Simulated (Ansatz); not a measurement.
# Al10Ni4Pd4RuPt: the cost of one run

Method: DFT PBE, scalar-relativistic, plane waves, PAW, in Ansatz 0.2.0.

### 1 The starting structure

The cell holds 20 atoms (Al10Ni4Pd4PtRu): a = 5.875 Å, b = 6.569 Å, c = 6.569 Å, α = 90.00°, β = 90.00°, γ = 90.00°.

The sites of an ideal caesium chloride lattice, at a guessed lattice constant, take 4 Ni, 1 Pt, 4 Pd, 1 Ru; 10 Al (sublattices apart by semicolons), with a shake of 0.02 Å. Warren-Cowley parameters of the first shell (negative: unlike neighbours preferred): Ni-Pd +0.17, Ni-Pt -0.25, Ni-Ru -0.25, Pd-Pt -0.25, Pd-Ru -0.25, Pt-Ru +1.00. In a cell this small the draw can fall short of the order aimed at.

Structure file:

```cif
data_structure
_symmetry_space_group_name_H-M 'P 1'
_symmetry_Int_Tables_number 1
_cell_length_a 5.8751
_cell_length_b 6.5686
_cell_length_c 6.5686
_cell_angle_alpha 90.000
_cell_angle_beta 90.000
_cell_angle_gamma 90.000
_cell_volume 253.49
loop_
_atom_site_label
_atom_site_type_symbol
_atom_site_fract_x
_atom_site_fract_y
_atom_site_fract_z
_atom_site_occupancy
Al1 Al 0.25142 0.29701 0.09984 1
Al2 Al 0.25431 0.50249 0.49953 1
Al3 Al 0.25305 0.69991 0.89505 1
Al4 Al 0.75052 0.30244 0.09865 1
Al5 Al 0.74528 0.49974 0.49742 1
Al6 Al 0.75271 0.69602 0.90583 1
Al7 Al 0.25295 0.89551 0.29733 1
Al8 Al 0.26075 0.10013 0.69567 1
Al9 Al 0.75035 0.89980 0.29723 1
Al10 Al 0.74400 0.09411 0.69833 1
Ni1 Ni 0.50548 0.20660 0.39934 1
Ni2 Ni 0.50229 0.39581 0.80788 1
Ni3 Ni 0.99674 0.39683 0.79616 1
Ni4 Ni 0.50576 0.80239 0.59768 1
Ru1 Ru 0.50527 0.99537 0.99952 1
Pd1 Pd 0.00211 0.99634 0.00315 1
Pd2 Pd 0.00273 0.20684 0.39935 1
Pd3 Pd 0.50415 0.60128 0.20051 1
Pd4 Pd 0.00068 0.60172 0.20273 1
Pt1 Pt 0.99400 0.79808 0.60092 1
```

### 2 Relaxation without symmetry, coarse mesh

A cheap relaxation: coarse mesh, no symmetry, loose thresholds.

input.yaml

```yaml
crystal:
  lattice:
    - [0.0, -5.87511634, 0.0]
    - [5.87511634, 0.0, 2.93755817]
    - [-2.93755817, 0.0, 5.87511634]
  atoms:
    - { symbol: Al, position: [0.2514159173, 0.2970126376, 0.0998404703] }
    - { symbol: Al, position: [0.2543126652, 0.5024947531, 0.4995344609] }
    - { symbol: Al, position: [0.2530538374, 0.699913056, 0.8950547707] }
    - { symbol: Al, position: [0.750520753, 0.3024421058, 0.0986535939] }
    - { symbol: Al, position: [0.7452825546, 0.4997433273, 0.4974206124] }
    - { symbol: Al, position: [0.7527116703, 0.6960201257, 0.9058299183] }
    - { symbol: Al, position: [0.2529456455, 0.895505148, 0.2973319589] }
    - { symbol: Al, position: [0.2607507396, 0.100125567, 0.6956737054] }
    - { symbol: Al, position: [0.7503453343, 0.8997971492, 0.2972277056] }
    - { symbol: Al, position: [0.7440029214, 0.0941129357, 0.6983291615] }
    - { symbol: Ni, position: [0.5054844866, 0.2065979999, 0.3993373453], spin: 2.0 }
    - { symbol: Ni, position: [0.502291465, 0.3958107762, 0.8078775431], spin: 2.0 }
    - { symbol: Ni, position: [0.9967352238, 0.3968328069, 0.7961646669], spin: 2.0 }
    - { symbol: Ni, position: [0.5057602925, 0.8023874235, 0.5976774171], spin: 2.0 }
    - { symbol: Ru, position: [0.5052687657, 0.9953744793, 0.9995168693] }
    - { symbol: Pd, position: [0.0021054605, 0.9963397344, 0.0031547713] }
    - { symbol: Pd, position: [0.0027329458, 0.2068425637, 0.3993539913] }
    - { symbol: Pd, position: [0.5041541451, 0.6012790232, 0.2005063919] }
    - { symbol: Pd, position: [0.0006792166, 0.6017165654, 0.2027267004] }
    - { symbol: Pt, position: [0.9939976225, 0.7980831979, 0.6009187479] }
  symmetry: { detect: false }
basis:
  ecutwfc: 420
kpoints:
  mp_grid: { grid: [2, 2, 2], shift: [0.5, 0.5, 0.5] }
hamiltonian:
  xc: pbe
scf:
  occupations: { method: gaussian, width: 0.1 }
  lower_state_search: "off"
output:
  forces: true
  stress: true
  eigenvalues: true
  populations: true
magnetization:
  spin_polarized: true
relax:
  adjacent_minimum: "off"
  f_tol: 0.04
  max_steps: 50
  cell: { stress_tol: 0.3 }
```

Command:

```
$ ansatz run input.yaml --threads 4 --pin off --max-ram 9216MiB --backend cpu --events-out ev --progress --plain --runs-dir out
```

What time and memory should one allow on 4 threads of Arm Neoverse V1, shared host?

About 3.9 min, with a peak of 1.1 GiB.
